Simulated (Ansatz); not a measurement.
# NiTe2: a single-point run

Wanted: a converged single-point run for NiTe2, and a check of what comes out. The structure is shown as the input types it. The cell is built on a prototype (fluorite) and needn't be the phase found in nature.

Computed with Ansatz 0.2.0 (density functional or hybrid calculation with the settings of its input, plane waves (as first typed), unless a step's input says otherwise).

4 further runs of the same task are left out: 2 for a known fault of the program, 2 that didn't finish.

## (1) The starting structure

The structure is cubic, space group Fm-3m (No. 225). The conventional cell has a = 6.545 Å, b = 6.545 Å, c = 6.545 Å, α = 90.00°, β = 90.00°, γ = 90.00°. Around Ni (site symmetry m-3m) lie 8 Te at 2.83 Å. Te (site symmetry -43m) has 4 Ni at 2.83 Å as nearest neighbours.

Coordinates:

```
Ni Te
1.0
     0.00000    3.27272    3.27272
     3.27272    0.00000    3.27272
     3.27272    3.27272    0.00000
Ni Te
1 2
Direct
  0.00000 0.00000 0.00000
  0.25000 0.25000 0.25000
  0.75000 0.75000 0.75000
```

## (2) Input and run

Input file input.yaml:

```yaml
crystal:
  lattice:
    - [0.0, 3.2727162543, 3.2727162543]
    - [3.2727162543, 0.0, 3.2727162543]
    - [3.2727162543, 3.2727162543, 0.0]
  atoms:
    - { symbol: Ni, position: [0.0, 0.0, 0.0] }
    - { symbol: Te, position: [0.25, 0.25, 0.25] }
    - { symbol: Te, position: [0.75, 0.75, 0.75] }
kpoints:
  mp_grid: { grid: [6, 6, 6] }
hamiltonian:
  xc: pbesol
scf:
  occupations: { method: fermi_dirac, width: 0.02 }
  n_extra_bands: 4
  max_iter: 61
output:
  forces: true
  stress: true
  eigenvalues: true
basis:
  ecutwfc: 120
```

On the command line:

```
ansatz run input.yaml --threads 4 --pin off --max-ram 3686MiB --backend cpu --events-out ev --progress --plain --runs-dir out
```

Q: Will this input give a usable result? If not, why, and what should change?

This run ends as converged, with warnings (cutoff below recommended). It gives a pressure of -31 GPa, which is large.

In the input, basis.ecutwfc is 120. The cutoff lies far under what these potentials need. The potentials' recommended cutoff is 420 eV.

The test: delete basis.ecutwfc (the default then holds).
